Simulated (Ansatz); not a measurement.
# AlF2H3O3: the cost of one run

Computed with Ansatz 0.2.0, Gaussian basis. Level: PBE0-D4, def2-SVP first, then def2-TZVP.

152 further runs of the same task are left out: 152 set aside as unsound or not needed. Runs told in other sessions of the task aren't counted.

## Step 1: The starting structure

The guess: 9 atoms, charge 0, spin multiplicity 1.

Atoms are counted from 1 here; the program's logs count them from 0.

Bond lengths: Al1–O2 1.776 Å, Al1–F3 1.650 Å, Al1–F4 1.642 Å, Al1–H5 1.872 Å, Al1–O6 2.080 Å, Al1–O7 1.907 Å, O2–H5 1.109 Å, O2–H8 0.955 Å, O6–O7 1.451 Å, O7–H9 0.966 Å. Angles: O2–Al1–F3 109.5°, O2–Al1–F4 114.3°, O2–Al1–H5 35.3°, O2–Al1–O6 76.2°, O2–Al1–O7 98.1°, F3–Al1–F4 116.0°, F3–Al1–H5 132.1°, F3–Al1–O6 137.5°, F3–Al1–O7 96.0°, F4–Al1–H5 110.1°, F4–Al1–O6 97.3°, F4–Al1–O7 120.2°, H5–Al1–O6 41.0°, H5–Al1–O7 70.3°, O6–Al1–O7 42.4°, Al1–O2–H5 77.1°, Al1–O2–H8 161.3°, H5–O2–H8 121.4° and more.

As a file:

```
Al   -0.6874   -0.3406   -0.0592
O     0.7107   -0.9976    0.8166
F    -1.0617   -1.3320   -1.3243
F    -1.9409    0.1035    0.9037
H     0.9393    0.0858    0.7636
O     0.5110    1.3245    0.2815
O     0.2358    0.9664   -1.0972
H     1.3234   -1.6164    1.2086
H    -0.0301    1.8064   -1.4932
```

Distances that are to change: Al1–O6 2.08 Å, O2–H5 1.11 Å, Al1–O2 1.78 Å, H5–O6 1.40 Å.

## Step 2: Relaxing the guess with the reacting distances held

The input, hold/in.yaml:

```yaml
crystal:
  periodic: [false, false, false]
  atoms:
    - {symbol: Al, position_ang: [-0.687400, -0.340600, -0.059200]}
    - {symbol: O, position_ang: [0.710700, -0.997600, 0.816600]}
    - {symbol: F, position_ang: [-1.061700, -1.332000, -1.324300]}
    - {symbol: F, position_ang: [-1.940900, 0.103500, 0.903700]}
    - {symbol: H, position_ang: [0.939300, 0.085800, 0.763600]}
    - {symbol: O, position_ang: [0.511000, 1.324500, 0.281500]}
    - {symbol: O, position_ang: [0.235800, 0.966400, -1.097200]}
    - {symbol: H, position_ang: [1.323400, -1.616400, 1.208600]}
    - {symbol: H, position_ang: [-0.030100, 1.806400, -1.493200]}
basis:
  gaussian: {orbitals: def2-SVP}
hamiltonian: {xc: pbe0, dispersion: d4}
relax: {f_tol: 0.04, max_steps: 150, escape_saddle: false, constraints: [{distance: [0, 5]}, {distance: [1, 4]}, {distance: [0, 1]}, {distance: [4, 5]}]}
```

Launch:

```console
$ ansatz run in.yaml --threads 8 --pin off --events-out ev --progress --plain --max-ram 19148MiB
```

**Question.** How long does this run take on 8 threads of Intel Xeon Platinum 8259CL at 2.50GHz, shared host?

About 16 s.
